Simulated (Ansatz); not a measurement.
# CoF7: the cost of one run

Program: Ansatz 0.2.0. Level of theory: DFT PBE, scalar-relativistic, plane waves, PAW. These are calculated values, not measurements.

**1. The starting structure**

The structure is cubic, space group Fm-3m (No. 225). Conventional cell: a = 7.033 Å, b = 7.033 Å, c = 7.033 Å, α = 90.00°, β = 90.00°, γ = 90.00°. Around Co (site symmetry m-3m) lie 12 F at 2.49 Å. F (site symmetry m-3m) is surrounded by 12 F at 2.49 Å. F (site symmetry mmm) is surrounded by 2 Co at 2.49 Å and 10 F at 2.49 Å.

Coordinates:

```cif
data_structure
_symmetry_space_group_name_H-M 'P 1'
_symmetry_Int_Tables_number 1
_cell_length_a 4.9732
_cell_length_b 4.9732
_cell_length_c 4.9732
_cell_angle_alpha 60.000
_cell_angle_beta 60.000
_cell_angle_gamma 60.000
_cell_volume 86.97
loop_
_atom_site_label
_atom_site_type_symbol
_atom_site_fract_x
_atom_site_fract_y
_atom_site_fract_z
_atom_site_occupancy
Co1 Co 0.50000 0.50000 0.50000 1
F1 F 0.00000 0.00000 0.00000 1
F2 F 0.00000 0.50000 0.00000 1
F3 F 0.50000 0.00000 0.00000 1
F4 F 0.00000 0.50000 0.50000 1
F5 F 0.50000 0.00000 0.50000 1
F6 F 0.00000 0.00000 0.50000 1
F7 F 0.50000 0.50000 0.00000 1
```

Recipe of the guess: species swapped into a database cell of CuPt7 (Fm-3m, No. 225), with Co on the Cu sites and F on the Pt sites. The dimensions are guesses.

**2. Probe: one point on a coarse mesh**

The input, input.yaml:

```yaml
crystal:
  lattice:
    - [0.0, 3.516573, 3.516573]
    - [3.516573, 0.0, 3.516573]
    - [3.516573, 3.516573, 0.0]
  atoms:
    - { symbol: Co, position: [0.5, 0.5, 0.5], spin: 3.0 }
    - { symbol: F, position: [0.0, 0.0, 0.0] }
    - { symbol: F, position: [0.0, 0.5, 0.0] }
    - { symbol: F, position: [0.5, 0.0, 0.0] }
    - { symbol: F, position: [0.0, 0.5, 0.5] }
    - { symbol: F, position: [0.5, 0.0, 0.5] }
    - { symbol: F, position: [0.0, 0.0, 0.5] }
    - { symbol: F, position: [0.5, 0.5, 0.0] }
basis:
  ecutwfc: 420
kpoints:
  mp_grid: { grid: [4, 4, 4] }
hamiltonian:
  xc: pbe
scf:
  occupations: { method: gaussian, width: 0.1 }
  lower_state_search: "off"
output:
  forces: true
  stress: true
  eigenvalues: true
  populations: true
magnetization:
  spin_polarized: true
```

The run is started by

```
$ ansatz run input.yaml --threads 1 --pin off --max-ram 2560MiB --backend cpu --events-out ev --progress --plain --runs-dir out
```

What time and memory should one allow on 1 thread of AMD EPYC 9R14 (Zen 4), shared host?

About 4.9 s, with a peak of 0.42 GiB.
